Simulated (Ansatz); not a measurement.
From input file to script: MoS2, space group P-3m1 in Ansatz 0.2.0.

```yaml
crystal:
  lattice:
    - [3.227465, 0.0, 0.0]
    - [-1.613732, 2.795066, 0.0]
    - [0.0, 0.0, 6.312473]
  atoms:
    - { symbol: Mo, position: [0.0, 0.0, 0.5] }
    - { symbol: S, position: [0.333333, 0.666667, 0.255319] }
    - { symbol: S, position: [0.666667, 0.333333, 0.744681] }
kpoints:
  mp_grid: { grid: [8, 8, 4] }
hamiltonian:
  xc: r2scan
scf:
  occupations: { method: cold, width: 0.1 }
basis:
  ecutwfc: "23 Ha"
output:
  forces: true
  stress: true
```

Launched from the shell:
```console
$ ansatz run input.yaml --threads 1 --pin off --max-ram 3072MiB --backend cpu --events-out ev --progress --plain --runs-dir out
Warning: the atoms were moved onto the symmetric positions of the space group found under crystal.symmetry.tolerance 1.0e-5 (fractional; no operation is sought that the atoms, as they stand in a round, miss by more than twice it, and no atom is moved by as much as it), and the run uses the moved positions. Before a round's move an operation carried an atom to 3.23e-6 Å from where it should land, [...]
Engine: ansatz 0.2.0, aarch64-unknown-linux-gnu
Pseudopotentials: kind: paw
Pseudopotential: Mo, paw, valence charge 14, recommended cutoff 500 eV (meta_gga), Mo.paw.azcp
Pseudopotential: S, paw, valence charge 6, recommended cutoff 500 eV (meta_gga), S.paw.azcp
Functional definition: r2SCAN
  parameter k0 = 0.174
  parameter k1 = 0.065
  parameter a1 = 4.9479
  exchange = r2scan_x(k0 = k0, k1 = k1, a1 = a1)
  correlation = r2scan_c
Crystal: 3 atoms, lattice volume = 56.945 Å³
Basis set: ecut = 625.861883657724 eV, 2041 PW (Γ), exchange–correlation on 108×108×216 points (64 copies of the dense FFT grid, shifted against one another)
Bands: 17, of which v1, the nominal top of the filled ones, is band 13 counted from 1 (12 counted from 0)
Symmetry: 12 space group operations
Space group: P-3m1 (ITA 164), of the structure as read, at distance tolerance 3.8e-5 Å
k-points: 35 of 256
Non-local potential: Mo, projectors of the file, l = 0: 3, l = 1: 2, l = 2: 2, l = 3: 1
Non-local potential: S, projectors of the file, l = 0: 2, l = 1: 2, l = 2: 2
PAW form: soft (Blöchl's): semilocal exchange-correlation on the pseudo side does not see the compensation charge
PAW frozen core: Mo, regenerated for the run's functional (the file was generated under x = pbe(κ = 0.804, μ = 0.2195149727645171), c = pbe(β = 0.06672455060314922))
PAW frozen core: S, regenerated for the run's functional (the file was generated under x = pbe(κ = 0.804, μ = 0.2195149727645171), c = pbe(β = 0.06672455060314922))
PAW one-centre angular grid: Mo, 590 points (default); XC on 160 Gauss nodes
PAW one-centre angular grid: S, 302 points (default); XC on 160 Gauss nodes
Initial density: superposition of atomic densities (neutral atoms: chi_scale 0, normalization atom), corrected by the library's trained network
Initial wavefunctions: pseudopotential atomic-orbital guess
Functional: x = r2scan, c = r2scan; τ floored in thin density (d = 2e-4 eV/Å³)
SCF iter   1: F=—  HF=-6781.258548 eV  |F-HF|=—  |Δ(HF+E_count)|=         —  Δρ=1.15e-2  dr2=1.48e-1  dr2_τ=4.59e-2  ethr=1.77e-3  ⟨swp⟩=5.8  Hψ=3177  notcnv=0
preconditioner: auto → LDOS  [metal: Δε(μ)=0.183 eV  Ē_g=8.313 eV  σ=0.100 eV  W_gap=0.41  n_scr=10 (ndim 8)  ℏωp=20.9 eV  f_vac=0.026  D(μ)=2.23/eV (n_scr^D=22)  β→1.0]
SCF iter   2: F=—  HF=-6781.268112 eV  |F-HF|=—  |Δ(HF+E_count)|=   9.56e-3  S|Δr|=    0.00e0  Δρ=3.64e-3  dr2=4.35e-3  dr2_τ=4.36e-3  ethr=5.71e-4  ⟨swp⟩=2.9  Hψ=1399  notcnv=0
SCF iter   3: F=—  HF=-6781.268887 eV  |F-HF|=—  |Δ(HF+E_count)|=   7.75e-4  S|Δr|=    0.00e0  Δρ=1.14e-3  dr2=1.37e-3  dr2_τ=3.87e-5  ethr=1.67e-5  ⟨swp⟩=2.0  Hψ=1028  notcnv=0
SCF iter   4: F=—  HF=-6781.268816 eV  |F-HF|=—  |Δ(HF+E_count)|=   7.08e-5  S|Δr|=    0.00e0  Δρ=4.95e-4  dr2=2.50e-4  dr2_τ=6.27e-6  ethr=5.28e-6  ⟨swp⟩=2.6  Hψ=836  notcnv=0
SCF iter   5: F=—  HF=-6781.268800 eV  |F-HF|=—  |Δ(HF+E_count)|=   1.68e-5  S|Δr|=    0.00e0  Δρ=6.94e-5  dr2=1.09e-5  dr2_τ=2.83e-7  ethr=9.61e-7  ⟨swp⟩=2.8  Hψ=968  notcnv=0
SCF iter   6: F=—  HF=-6781.268803 eV  |F-HF|=—  |Δ(HF+E_count)|=   3.67e-6  S|Δr|=    0.00e0  Δρ=1.68e-5  dr2=1.40e-7  dr2_τ=1.12e-8  ethr=4.20e-8  ⟨swp⟩=2.0  Hψ=834  notcnv=0
SCF iter   7: F=-6781.268803 eV  HF=-6781.268803 eV  |F-HF|=4.31e-9  |Δ(HF+E_count)|=   1.53e-7  S|Δr|=    0.00e0  Δρ=3.49e-6  dr2=1.06e-8  dr2_τ=5.07e-10  ethr=3.85e-10  ⟨swp⟩=5.0  Hψ=2281  notcnv=0
SCF 1 converged in 7 iterations: F = -6781.268803 eV  dr2 = 1.06e-8
  greatest PAW one-centre occupation: 0.996 electrons in one spin orbital (limit 2), on the Mo atom at site 0 (counted from 0), in its partial waves of l = 0
SCF converged after 7 iterations
Stability not checked: this state was not tested for a lower state beside it, because cold or Methfessel-Paxton smearing, or corrected tetrahedra, fill the levels in a way that the test cannot read (fill_not_monotonic; see scf.lower_state_search)
Free energy (F): -6781.268803 eV
Harris-Foulkes:  -6781.268803 eV  (|F-HF|=4.31e-9)
Internal energy: -6781.267680 eV  (E = F + TS)
E sigma→0 (E₀):  -6781.268429 eV
Entropy (-TS):   -0.001124 eV (-0.375 meV/atom)
Fermi energy:    10.062260 eV
--- Per-component energies (eV) ---
  E_band       = -199.013714
  E_kinetic    = 653.149596
  E_local      = -2086.083343  (includes V_loc(G=0)·N_el)
  E_nonlocal   = 198.780505
  E_hartree    = 804.096475
  E_xc         = -361.634445
  E_vxc        = -444.637807  (∫ρ·V_xc dr)
  E_paw        = -4435.852757  (= ΣΔE_a)
  E_vpaw       = -154.172681  (= ΣTr[D̂ρ^β])
  E_aug_tail   = -0.000003  (compensation charges beyond the density's cutoff)
  E_vtau       = 25.752497  (kinetic-family band-sum trace: ∫τ·v_τ [+ j·A + Jᵃ·Aᵃ] dr)
  E_ewald      = -1553.282970
  E_core_change = -0.440737  (= ΣΔE_core)
  E_smearing   = -0.001124  (= −TS)
  E_closure    = 0.000000  (closes the sum)
  Σ components = -6781.268803   (vs F -6781.268803, Δ=0.00e0)
--- Forces (eV/Å), atoms counted from 1 ---
  atom   1  Mo    -0.00000000     0.00000000     0.00000000
  atom   2  S     -0.00000000     0.00000000    -0.05950715
  atom   3  S      0.00000000     0.00000000     0.05950715
  max |Σ_I F_I| component: 4.63e-18 eV/Å
--- Stress (GPa, compression-positive) ---
       -0.010661       0.000000       0.000000
        0.000000      -0.010661      -0.000000
        0.000000      -0.000000       0.062473
  P = ⅓ Tr σ = 0.0137 GPa (0.137 kbar)
```

Script `run_deck.py`:
```python
"""MoS2 from an input typed as a mapping."""

import warnings

import ansatz as az
import numpy as np
import pandas as pd

warnings.simplefilter("ignore", az.DeckWarning)

deck = {
    "crystal": {
        "lattice": [[3.227465, 0.0, 0.0], [-1.613732, 2.795066, 0.0], [0.0, 0.0, 6.312473]],
        "atoms": [
            {"symbol": "Mo", "position": [0.0, 0.0, 0.5]},
            {"symbol": "S", "position": [0.333333, 0.666667, 0.255319]},
            {"symbol": "S", "position": [0.666667, 0.333333, 0.744681]},
        ],
    },
    "kpoints": {"mp_grid": {"grid": [8, 8, 4]}},
    "hamiltonian": {"xc": "r2scan"},
    "scf": {"occupations": {"method": "cold", "width": 0.1}},
    "basis": {"ecutwfc": "23 Ha"},
    "output": {"forces": True, "stress": True},
}

res = az.Session.from_dict(deck).plan().execute()
report = res.report

print(f"free energy      {report['free_energy_ev']:.5f} eV")
print(f"per atom         {report['free_energy_ev'] / len(res.lattice.sites):.5f} eV")
print(f"SCF iterations   {report['n_iterations']}  (converged: {report['converged']})")

# pressure is a third of the trace
print("pressure by term (GPa)")
for term, tensor in report["stress_terms_gpa"].items():
    if np.any(tensor):
        print(f"  {term:28s} {np.trace(np.array(tensor)) / 3:12.3f}")
print(f"  {'total':28s} {np.trace(np.array(report['stress_gpa'])) / 3:12.3f}")

# forces in eV per angstrom
table = pd.DataFrame(report["forces_ev_ang"], columns=["fx", "fy", "fz"])
table.insert(0, "atom", [site["symbol"] for site in report["lattice"]["sites"]])
print(table.round(4).to_string())

terms = report["components"]
print({name: round(terms[name], 3) for name in ("e_kinetic", "e_hartree", "e_xc", "e_local", "e_nonlocal")})
```

Output of `python run_deck.py`:
```text
free energy      -6781.26880 eV
per atom         -2260.42293 eV
SCF iterations   7  (converged: True)
pressure by term (GPa)
  kinetic                          1225.120
  hartree                           754.126
  ewald                           -1456.755
  local_pseudopotential            -390.624
  nonlocal_pseudopotential           84.013
  augmentation                       79.953
  nlcc                             -167.818
  xc                               -128.020
  augmentation_tail                   0.000
  scf_correction                      0.002
  pulay_correction                    0.017
  total                               0.014
  atom   fx   fy      fz
0   Mo -0.0  0.0  0.0000
1    S -0.0  0.0 -0.0595
2    S  0.0  0.0  0.0595
{'e_kinetic': 653.15, 'e_hartree': 804.096, 'e_xc': -361.634, 'e_local': -2086.083, 'e_nonlocal': 198.781}
```

Reading the output:
- Absolute energies stand on the zero of these potentials, so only differences at equal settings mean something.
- The run is spin-unpolarised.
- The energy terms are those on the plane-wave grid, with the one-centre PAW part apart; the terms shown are only some of the summands, so they needn't add up to F.
- The mesh is modest for a metal, so energies can be off by several to tens of meV an atom and pressures by half a GPa or more; differences at equal mesh fare better.
- Pressure is positive in compression.
- This cell is a computed structure, which may not be the phase found in nature.
- It ran for 7.8 s on 1 thread of Arm Neoverse V1, on a shared host, peak memory 0.63 GiB.

(Lines on the test bed's own set-up are left out of the output.)
